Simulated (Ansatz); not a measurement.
# SnH₂+ (doublet): the correlation ladder at angle H2–Sn1–H3 = 66.3°, def2-SVP

Aim: climb from Hartree-Fock through coupled cluster and multireference methods for SnH₂+ (doublet) at one geometry and basis, and see what each rung misses.

Method: def2-SVP, core rule «outside noble gas», up to 9 orbitals frozen; program: Ansatz 0.2.0, Gaussian basis.

The runs, in order: UHF; CCSD(T) on ROHF; CCSD(T) on UHF; BCCD(T) on ROHF; CISD; CCSDT(Q) on ROHF; CCSDT(Q) on UHF; CASSCF and MRCISD+Q, 3 electrons in 3 orbitals; CASSCF and NEVPT2, 3 electrons in 3 orbitals; CASSCF and MRCISD+Q, 5 electrons in 6 orbitals; CASSCF and NEVPT2, 5 electrons in 6 orbitals; Full CI.

15 further runs of the same task are left out: 9 that didn't finish, 6 set aside as unsound or not needed.

## 1. What is computed

The geometry derives from a PBE0/def2-TZVP stationary point (not a proven minimum). One angle is set to the value named; bond lengths are kept. No spin-orbit coupling is included. Elements past krypton take def2 core potentials.

3 atoms, charge 1, spin multiplicity 2.

Atoms are counted from 1 here; the program's logs count them from 0.

Bond lengths: Sn1–H2 1.655 Å, Sn1–H3 1.655 Å. Angles: H2–Sn1–H3 66.3°.

## 2. UHF

in.yaml reads:

```yaml
crystal:
  periodic: [false, false, false]
  atoms:
    - {symbol: Sn, position_ang: [-0.023143, 0.000000, 0.000000]}
    - {symbol: H, position_ang: [1.362827, 0.000000, -0.905227]}
    - {symbol: H, position_ang: [1.362827, 0.000000, 0.905227]}
basis:
  gaussian: {orbitals: def2-SVP}
total_charge: 1
magnetization: {spin_polarized: true, initial_magnetization: 1}
hamiltonian: {xc: hf}
output: {orbitals: {seedname: orbitals}}
```

Started as:

```bash
$ ansatz run in.yaml --threads 1 --pin off --events-out ev --progress --plain --max-ram 2393MiB
```

Further steps of the session: CCSD(T) on ROHF; CCSD(T) on UHF; BCCD(T) on ROHF; CISD; CCSDT(Q) on ROHF; CCSDT(Q) on UHF; CASSCF and MRCISD+Q, 3 electrons in 3 orbitals; CASSCF and NEVPT2, 3 electrons in 3 orbitals; CASSCF and MRCISD+Q, 5 electrons in 6 orbitals; CASSCF and NEVPT2, 5 electrons in 6 orbitals; Full CI.

Q: Predict the results of all the runs planned. Wanted: FCI below the RHF energy; RMP2 from FCI; UMP2 from FCI; RCCSD from FCI; RCCSD(T) from FCI; UCCSD(T) from FCI; RCCSDT(Q) from FCI; UCCSDT(Q) from FCI; NEVPT2 pair from FCI.

As calculated:

```
                         quantity                                                                                                               value
         FCI below the RHF energy                                                                                                          -2.2684 eV
                    RMP2 from FCI                                                                                                     +14.37 kcal/mol
                    UMP2 from FCI                                                                                                     +14.10 kcal/mol
                   RCCSD from FCI                                                                                                      +1.35 kcal/mol
                RCCSD(T) from FCI                                                                                                      +0.32 kcal/mol
                UCCSD(T) from FCI                                                                                                      +0.08 kcal/mol
               RCCSDT(Q) from FCI                                                                                                      -0.06 kcal/mol
               UCCSDT(Q) from FCI                                                                                                      -0.30 kcal/mol
             NEVPT2 pair from FCI                                                                                                     +12.49 kcal/mol
           MRCISD+Q pair from FCI                                                                                                      -0.11 kcal/mol
          NEVPT2 valence from FCI                                                                                                      +6.41 kcal/mol
levels within 1 kcal/mol (43 meV)  RCCSD(T), UCCSD(T), BCCD(T), RCCSDT, UCCSDT, RCCSDT(Q), UCCSDT(Q), MRCISD+Q pair, MRCISD valence, MRCISD+Q valence
                    T1 diagnostic                                                                                                               0.025
   effectively unpaired electrons                                                                                                                1.04
```

What this shows: RCCSD(T) lands +0.32 kcal/mol from the yardstick (0.6 % of the correlation energy). RCCSDT, UCCSDT, RCCSDT(Q), UCCSDT(Q), MRCISD+Q pair, MRCISD+Q valence fall below full CI: unrestricted runs freeze a spin-polarised core, another one than full CI's, and coupled cluster isn't variational. One determinant dominates. Of the multireference levels listed MRCISD+Q pair comes nearest in total energy (-0.11 kcal/mol), which doesn't show that its space is the better one. These misses are within one basis, not against nature; the frozen cores of restricted and unrestricted runs differ, which can shift their rows.
